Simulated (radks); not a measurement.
# Ca inside a hard spherical wall

The task here is to estimate one member of a computed series from the others.

Method: scalar-relativistic Kohn-Sham, LDA (Slater exchange, Perdew-Wang correlation), spin-unpolarised, spherical densities, point nucleus. Code: radks (a radial shooting solver on a logarithmic mesh, Libxc functionals) version 1.

**The atom as given**

```
element       : calcium (Z = 20)
charge        : 0
electrons     : 20
configuration : [Ar] 4s2
```

The outer shells:

Ca
```
[Ar] core
4s [↑↓]
```

The first run:

The run's settings:

```text
Z 20
configuration [Ar] 4s2 3d0 4p0 5s0
relativity scalar-relativistic
functional lda,pw
spin unpolarised
nucleus point
c 137.035999084
```

Among the steps run: The free atom; Wall at 20 bohr; Wall at 15 bohr; Wall at 8 bohr; Wall at 7 bohr; Wall at 5 bohr; Wall at 4 bohr; Wall at 3.5 bohr; Wall at 2 bohr; Wall at 1.5 bohr.

One of the session's tables, all rows but one given; the rest of the session is left out.

```
R (bohr)  E − E(free) (eV)  ε(4s) (eV)  ε(3d, empty) (eV)  ε(4p, empty) (eV)  ε(5s, empty) (eV)
    free             0.000      -3.864             -2.133             -1.439             -0.083
      20             0.000      -3.864             -2.133             -1.439              0.033
      15             0.000      -3.863             -2.131             -1.430              0.346
       8             0.396      -3.309             -1.531             -0.427              5.683
       7                 ?           ?                  ?                  ?                  ?
       5             6.743       1.535              1.847              6.400             28.061
       4            19.115       9.100              5.538             15.973             54.975
     3.5            34.365      17.529              9.095             25.978             80.982
       2            350.77      145.57             53.747             158.96             379.64
     1.5            1031.6      355.98             117.69             361.03             800.94
```

Q: Estimate the row for R (bohr) = 7 from the others.

Worked estimate for «E − E(free) (eV)». A straight line through the neighbours (8, 0.396) and (5, 6.743) gives 0.396 + (6.743 − 0.396) × (7 − 8) / (5 − 8) = 2.512; a parabola fitted to 4 rows on both sides gives 2.073.

The run gave: E − E(free) (eV): 1.012; ε(4s) (eV): -2.695; ε(3d, empty) (eV): -0.972; ε(4p, empty) (eV): 0.520; ε(5s, empty) (eV): 9.245. In «E − E(free) (eV)» the line misses by +1.500 and the parabola by +1.061.

From R = 5 bohr inwards the highest occupied level lies above zero, pushed up by confinement. Shells are not refilled when levels cross, and a hard wall is a model, not a crystal.
